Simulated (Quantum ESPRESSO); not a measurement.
# Sr2Re (P4_2/mnm) in Quantum ESPRESSO: a run that goes wrong, beside a sound one

Two runs on Sr2Re: the first has a flaw, the second is sound.

Everything below comes from runs of Quantum ESPRESSO 7.5. Logs are shortened: lines on timing, memory, paths and dates and some standing lists are left out, and cuts for length are marked.

**1. Starting point**

The structure is tetragonal, space group P4_2/mnm (No. 136). Conventional cell: a = 6.346 Å, b = 6.346 Å, c = 4.248 Å, α = 90.00°, β = 90.00°, γ = 90.00°. Sr (site symmetry m2m) has 3 Re at 2.74 to 2.75 Å as nearest neighbours. Re (site symmetry mmm) is surrounded by 6 Sr at 2.74 to 2.75 Å.

The cell was built by a generator and needn't be a form met in nature.

**2. A run with an altered input**

File pw.in:

```
&CONTROL
  calculation = 'scf'
  prefix = 'pwscf'
  outdir = './tmp'
  pseudo_dir = './pseudo'
  tprnfor = .true.
  tstress = .true.
  disk_io = 'nowf'
/
&SYSTEM
  ibrav = 0
  nat = 6
  ntyp = 2
  ecutwfc = 72
  nbnd = 46
  occupations = 'smearing'
  smearing = 'gaussian'
  degauss = 0.00367493
  nspin = 2
  noncolin = .true.
/
&ELECTRONS
  conv_thr = 1.2d-09
  electron_maxstep = 80
  mixing_beta = 0.5
/
ATOMIC_SPECIES
Sr    87.6200 Sr.upf
Re   186.2070 Re.upf
CELL_PARAMETERS angstrom
   6.3458293300    0.0000000000    0.0000000000
   0.0000000000    6.3458293300    0.0000000000
   0.0000000000    0.0000000000    4.2483625600
ATOMIC_POSITIONS crystal
Sr     0.6944026800    0.3055973200    0.0000000000
Sr     0.1944026800    0.1944026800    0.5000000000
Sr     0.8055973200    0.8055973200    0.5000000000
Sr     0.3055973200    0.6944026800    0.0000000000
Re     0.0000000000    0.0000000000    0.0000000000
Re     0.5000000000    0.5000000000    0.5000000000
K_POINTS automatic
4 4 6 0 0 0
```

Potentials or basis: PseudoDojo 0.4.1 SR PBE standard.

Run with:

```
$ OMP_NUM_THREADS=1 pw.x -in pw.in > pw.out
```

pw.out:

```text
This program is part of the open-source Quantum ESPRESSO suite
     for quantum simulation of materials; please cite
         "P. Giannozzi et al., J. Phys.:Condens. Matter 21 395502 (2009);
         "P. Giannozzi et al., J. Phys.:Condens. Matter 29 465901 (2017);
         "P. Giannozzi et al., J. Chem. Phys. 152 154105 (2020);
     in publications or presentations arising from this work. More details at

 %%%%%%%%%%%%%%%%%%%%%%%%%%%%%%%%%%%%%%%%%%%%%%%%%%%%%%%%%%%%%%%%%%%%%%%%%%%%%%
     Error in routine iosys (1):
     noncolin .and. nspin==2 are conflicting flags
 %%%%%%%%%%%%%%%%%%%%%%%%%%%%%%%%%%%%%%%%%%%%%%%%%%%%%%%%%%%%%%%%%%%%%%%%%%%%%%

     stopping ...
```

Run time: 0.01 s. Hardware: 1 thread of AMD EPYC 9R45 (Zen 5), shared host; peak memory 0.05 GiB.

The input was rejected before any iteration. The input was made wrong on purpose: collinear and non-collinear spin both asked (nspin = 2; noncolin = yes).

**3. Single point, PBE**

pw.in: that of step 2 with these lines changed.

```diff
@@ -13,9 +13,8 @@
   ntyp = 2
-  ecutwfc = 72
+  ecutwfc = 55
+  ecutrho = 440
   nbnd = 46
   occupations = 'smearing'
-  smearing = 'gaussian'
+  smearing = 'fd'
   degauss = 0.00367493
-  nspin = 2
-  noncolin = .true.
 /
@@ -23,3 +22,3 @@
   conv_thr = 1.2d-09
-  electron_maxstep = 80
+  electron_maxstep = 120
   mixing_beta = 0.5
@@ -27,4 +26,4 @@
 ATOMIC_SPECIES
-Sr    87.6200 Sr.upf
-Re   186.2070 Re.upf
+Sr    87.6200 Sr_pbe_v1.uspp.F.UPF
+Re   186.2070 Re_pbe_v1.2.uspp.F.UPF
 CELL_PARAMETERS angstrom
```

Potentials or basis: SSSP 1.3 efficiency PBE.

Run with:

```
$ OMP_NUM_THREADS=1 pw.x -in pw.in > pw.out
```

Run time: 2.6 min. Hardware: 1 thread of AMD EPYC 9R45 (Zen 5), shared host; peak memory 1.8 GiB.

Results (log left out):

```yaml
Free_energy: -8994.8577 eV
Pressure: 13.0 GPa
Largest_force: 0.650 eV/Å
Band_gap_on_the_k_mesh: none (metal or under the smearing width)
```

Forces on the atoms (eV/Å):
```
Sr   0.460 -0.460  0.000
Sr   0.460  0.460  0.000
Sr  -0.460 -0.460  0.000
Sr  -0.460  0.460  0.000
Re   0.000  0.000  0.000
Re   0.000  0.000  0.000
```

Stress tensor (GPa, compression positive):
```
11.46  0.00  0.00
 0.00 11.46  0.00
 0.00  0.00 16.20
```

Levels at points of the mesh, in eV from the Fermi level:
```
              k point  band 31  band 32  band 33  band 34  band 35  band 36  band 37  band 38  band 39  band 40
   (0.00, 0.00, 0.00)    -0.88    -0.77    -0.37    -0.37     0.08     0.17     0.17     0.45     1.54     2.09
  (0.00, 0.00, -0.50)    -0.91    -0.91    -0.32    -0.32    -0.18    -0.18     1.45     1.45     2.13     2.13
  (0.00, -0.50, 0.00)    -0.89    -0.89    -0.47    -0.47    -0.36    -0.36     0.19     0.19     1.89     1.89
 (0.00, -0.50, -0.50)    -0.24    -0.24    -0.24    -0.24    -0.12    -0.12     0.20     0.20     2.17     2.17
 (-0.50, -0.50, 0.00)    -0.79    -0.79    -0.67    -0.67     0.03     0.03     0.43     0.43     1.84     1.84
(-0.50, -0.50, -0.50)    -0.71    -0.71    -0.52    -0.52    -0.13    -0.13     0.49     0.49     1.87     1.87
```
